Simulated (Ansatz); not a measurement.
# C2H6BClSi: a ladder of functionals and wavefunction methods

The task here is to estimate one member of a computed series from the others.

Method: functionals in def2-TZVPP, the program's frozen cores in correlated methods; program: Ansatz 0.2.0, Gaussian basis.

Levels to be run: LDA (SPW92), PBE-D4, revPBE-D4, BLYP-D4, r2SCAN-D4, B97M-V, PBE0-D4, B3LYP-D4, r2SCANh-D4, r2SCAN0-D4, HSE06-D4, BHLYP-D4, CAM-B3LYP-D4, LC-ωPBE, ωB97X-V, ωB97M-V, B2PLYP, PBE-QIDH; CCSD(T)/def2-SVP; CCSD(T)/def2-TZVPP; MP2/def2-QZVPP; extrapolation to the limit; RPA on PBE.

### The geometry

An earlier PBE0-D4 in a triple-zeta def2 set relaxation fixed the geometry.

11 atoms, charge 0, spin multiplicity 1.

Atoms are counted from 1 here; the program's logs count them from 0.

Bond lengths: B1–C2 1.501 Å, B1–H6 1.199 Å, B1–H7 1.197 Å, C2–C3 1.550 Å, C2–Si4 1.895 Å, C2–H8 1.089 Å, C3–Si4 1.816 Å, C3–H9 1.086 Å, C3–H10 1.085 Å, Si4–Cl5 2.034 Å, Si4–H11 1.471 Å. Angles: C2–B1–H6 120.7°, C2–B1–H7 119.6°, H6–B1–H7 119.6°, B1–C2–C3 124.6°, B1–C2–Si4 103.6°, B1–C2–H8 119.7°, C3–C2–Si4 62.7°, C3–C2–H8 115.3°, Si4–C2–H8 109.1°, C2–C3–Si4 68.0°, C2–C3–H9 114.5°, C2–C3–H10 115.9°, Si4–C3–H9 117.6°, Si4–C3–H10 119.9°, H9–C3–H10 113.4°, C2–Si4–C3 49.3°, C2–Si4–Cl5 124.5°, C2–Si4–H11 116.7° and more.

Set-up of the first run:

Input file in.yaml:

```yaml
crystal:
  periodic: [false, false, false]
  atoms:
    - {symbol: B, position_ang: [-0.792023, -0.327731, 1.372520]}
    - {symbol: C, position_ang: [0.067497, 0.583345, 0.545632]}
    - {symbol: C, position_ang: [1.304095, 0.127389, -0.269217]}
    - {symbol: Si, position_ang: [-0.232474, -0.011724, -1.227875]}
    - {symbol: Cl, position_ang: [-1.029193, -1.817905, -1.718799]}
    - {symbol: H, position_ang: [-0.565249, -1.504150, 1.422681]}
    - {symbol: H, position_ang: [-1.748580, 0.114470, 1.940176]}
    - {symbol: H, position_ang: [-0.088968, 1.660286, 0.590816]}
    - {symbol: H, position_ang: [1.762597, -0.791546, 0.084077]}
    - {symbol: H, position_ang: [2.024166, 0.901692, -0.511807]}
    - {symbol: H, position_ang: [-0.636469, 1.008972, -2.207603]}
basis:
  gaussian: {orbitals: def2-TZVPP}
hamiltonian: {xc: lda}
output: {orbitals: {seedname: orbitals}}
```

Among the steps run: LDA; PBE-D4 (GGA); revPBE-D4 (GGA); BLYP-D4 (GGA); r2SCAN-D4 (meta-GGA); B97M-V (meta-GGA); PBE0-D4 (hybrid); B3LYP-D4 (hybrid); r2SCANh-D4 (hybrid); r2SCAN0-D4 (hybrid); HSE06-D4 (hybrid); BHLYP-D4 (hybrid); CAM-B3LYP-D4 (range-separated); LC-ωPBE (range-separated); ωB97X-V (range-separated); ωB97M-V (range-separated); B2PLYP (double hybrid); PBE-QIDH (double hybrid).

One table of the session follows, with a row left open; its other results are not shown here.

It belongs to the step «Orbital energies across the functionals». 

| functional | HOMO (eV) | gap (eV) |
| --- | --- | --- |
| LDA (SPW92) | -6.38 | 4.34 |
| PBE-D4 | -6.21 | 4.45 |
| revPBE-D4 | ? | ? |
| BLYP-D4 | -6.04 | 4.46 |
| r2SCAN-D4 | -6.39 | 4.96 |
| B97M-V | -6.45 | 4.96 |
| PBE0-D4 | -7.27 | 6.42 |
| B3LYP-D4 | -7.05 | 6.03 |
| r2SCANh-D4 | -6.79 | 5.68 |
| r2SCAN0-D4 | -7.39 | 6.74 |
| HSE06-D4 | -6.88 | 5.65 |
| BHLYP-D4 | -8.18 | 8.34 |
| CAM-B3LYP-D4 | -8.51 | 8.73 |
| LC-ωPBE | -9.83 | 11.16 |
| ωB97X-V | -9.48 | 10.72 |
| ωB97M-V | -9.36 | 10.34 |

Estimate the missing values for revPBE-D4.

The run gave: HOMO (eV): -6.15; gap (eV): 4.50. In the column «HOMO (eV)» it lies between PBE-D4 (-6.21) and BLYP-D4 (-6.04).
